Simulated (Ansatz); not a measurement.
# CCSD/def2-SVP run of BSiH4O2F (SMILES O[SiH2]B(O)F)

What is the vertical singlet–triplet gap of BSiH4O2F at CCSD/def2-SVP? 

The results are computed with Ansatz 0.2.0.

127 further runs of the same task are left out: 127 set aside as unsound or not needed. Runs told in other sessions of the task aren't counted.

**1. Starting point**

BSiH4O2F has 9 atoms, charge 0, and is taken as a singlet. As SMILES, `O[SiH2]B(O)F`. The coordinates come from a PBE0-D4/def2-TZVP relaxation. This is one conformer, not always the lowest.

Bond lengths: O1–Si2 1.653 Å, Si2–B3 2.035 Å, B3–O4 1.347 Å, B3–F5 1.342 Å, O1–H6 0.958 Å, Si2–H7 1.484 Å, Si2–H8 1.493 Å, O4–H9 0.965 Å. Some angles: O1–Si2–B3 110.9°, Si2–B3–O4 121.6°, Si2–B3–F5 119.7°, O4–B3–F5 118.7°, O1–Si2–H7 106.4°, O1–Si2–H8 111.4°, B3–Si2–H7 111.6°, B3–Si2–H8 108.7°, Si2–O1–H6 117.1°, B3–O4–H9 113.7°.

**2. The energy at CCSD/def2-SVP**

Contents of input.yaml:

```yaml
crystal:
  periodic: [false, false, false]
  atoms:
    - {symbol: O, position_ang: [1.152500, 0.650100, 1.703000]}
    - {symbol: Si, position_ang: [0.837600, -0.439800, 0.500200]}
    - {symbol: B, position_ang: [-0.701500, 0.194000, -0.670900]}
    - {symbol: O, position_ang: [-0.968000, -0.381600, -1.859000]}
    - {symbol: F, position_ang: [-1.488500, 1.196900, -0.250400]}
    - {symbol: H, position_ang: [0.401000, 1.098100, 2.092900]}
    - {symbol: H, position_ang: [2.093300, -0.579800, -0.278100]}
    - {symbol: H, position_ang: [0.493300, -1.781600, 1.056300]}
    - {symbol: H, position_ang: [-1.731300, -0.002600, -2.311100]}
basis:
  gaussian:
    orbitals: def2-SVP
correlation:
  method: ccsd
  frozen_orbitals: {B: 1, F: 1, H: 0, O: 1, Si: 5}
accuracy: high
scf:
  omitted_lower_state_checks: [cluster_reference, increment]
```

Run with:

```sh
$ ansatz run input.yaml --threads 1 --pin off --max-ram 3480MiB --events-out events.jsonl --progress --plain --runs-dir runs
```

The log of the run, cut to the lines that bear on the results:

```text
Warning: RAYON_NUM_THREADS=1 ignored (pool sized by the plan → 1); use --threads N
Functional definition: HF
  name "HF"
[...]
2070 factors; integrals over basis functions are off by at most 6.6e-9 eV
[...]
mean field -15373.07375649 eV, -564.9500403075 hartree, gradient 2.3e-8 eV, S^2 0.000000; 0 other end points of the search recorded, 0 dependent functions left out
9 core orbitals not correlated: weight in the atoms' cores, before any rotation towards them, 1.000 or more for the frozen orbitals, at most 0.000 for the correlated occupied ones
reference -15373.07375649 eV, -564.9500403075 hartree; 15, 15 occupied and 70, 70 virtual orbitals, 2070 factors
second order -19.92116068 eV of doubles, -0.00000000 eV of singles
cycle   1  -20.26139161 eV  change   -3.4e-1 eV  update   1.1e-1
[...]
cycle  21  -20.85986835 eV  change    2.8e-9 eV  update   1.2e-9
Total energy: -15393.93362485 eV, -565.7166263301 hartree
Checks for a lower state left out: cluster_reference, increment
```

Run time: 27 s. Hardware: 1 thread of Arm Neoverse V2, shared host; peak memory 0.6 GiB.

**3. The triplet, same level**

Contents of job.yaml:

```yaml
crystal:
  periodic: [false, false, false]
  atoms:
    - {symbol: O, position_ang: [1.152500, 0.650100, 1.703000]}
    - {symbol: Si, position_ang: [0.837600, -0.439800, 0.500200]}
    - {symbol: B, position_ang: [-0.701500, 0.194000, -0.670900]}
    - {symbol: O, position_ang: [-0.968000, -0.381600, -1.859000]}
    - {symbol: F, position_ang: [-1.488500, 1.196900, -0.250400]}
    - {symbol: H, position_ang: [0.401000, 1.098100, 2.092900]}
    - {symbol: H, position_ang: [2.093300, -0.579800, -0.278100]}
    - {symbol: H, position_ang: [0.493300, -1.781600, 1.056300]}
    - {symbol: H, position_ang: [-1.731300, -0.002600, -2.311100]}
basis:
  gaussian: {orbitals: def2-SVP}
magnetization: {spin_polarized: true, initial_magnetization: 2}
scf: {omitted_lower_state_checks: [cluster_reference, increment]}
correlation: {method: ccsd, frozen_orbitals: {B: 1, F: 1, H: 0, O: 1, Si: 5}}
accuracy: high
```

Run with:

```sh
$ ansatz run job.yaml --threads 1 --pin off --max-ram 3480MiB --events-out events.jsonl --progress --plain --runs-dir runs
```

The log of the run, cut to the lines that bear on the results:

```text
Warning: RAYON_NUM_THREADS=1 ignored (pool sized by the plan → 1); use --threads N
Functional definition: HF
  name "HF"
[...]
2070 factors; integrals over basis functions are off by at most 6.6e-9 eV
[...]
mean field -15367.52426200 eV, -564.7461001464 hartree, gradient 3.5e-8 eV, S^2 2.010262; 2 other end points of the search recorded, 0 dependent functions left out
9 core orbitals not correlated: weight in the atoms' cores, before any rotation towards them, 1.000 or more for the frozen orbitals, at most 0.000 for the correlated occupied ones
reference -15367.52426200 eV, -564.7461001464 hartree; 16, 14 occupied and 69, 71 virtual orbitals, 2070 factors
second order -19.56045760 eV of doubles, -0.00000000 eV of singles
cycle   1  -19.88008105 eV  change   -3.2e-1 eV  update   1.1e-1
[...]
cycle  34  -20.53312404 eV  change   -1.3e-9 eV  update   3.6e-9
Total energy: -15388.05738604 eV, -565.5006785371 hartree
Checks for a lower state left out: cluster_reference, increment
```

It took 2.4 min on 1 thread of Arm Neoverse V2, shared host; peak memory 1.2 GiB.

**4. Summary of results**

Level: CCSD/def2-SVP, 9 core orbitals frozen.

| quantity | value |
| --- | --- |
| singlet: total energy | -565.71663 Eh |
| singlet: correlation energy (9 core orbitals frozen) | -766.6 mEh |
| singlet: T1 diagnostic | 0.014 |
| triplet: total energy | -565.50068 Eh |
| triplet: correlation energy (9 core orbitals frozen) | -754.6 mEh |
| triplet: ⟨S²⟩ of the reference determinant | 2.010 |
| triplet: T1 diagnostic | 0.020 |
| vertical energy of the triplet above the singlet | 5.876 eV |

In words: At this shape the triplet lies 5.88 eV (567 kJ/mol) above the singlet.
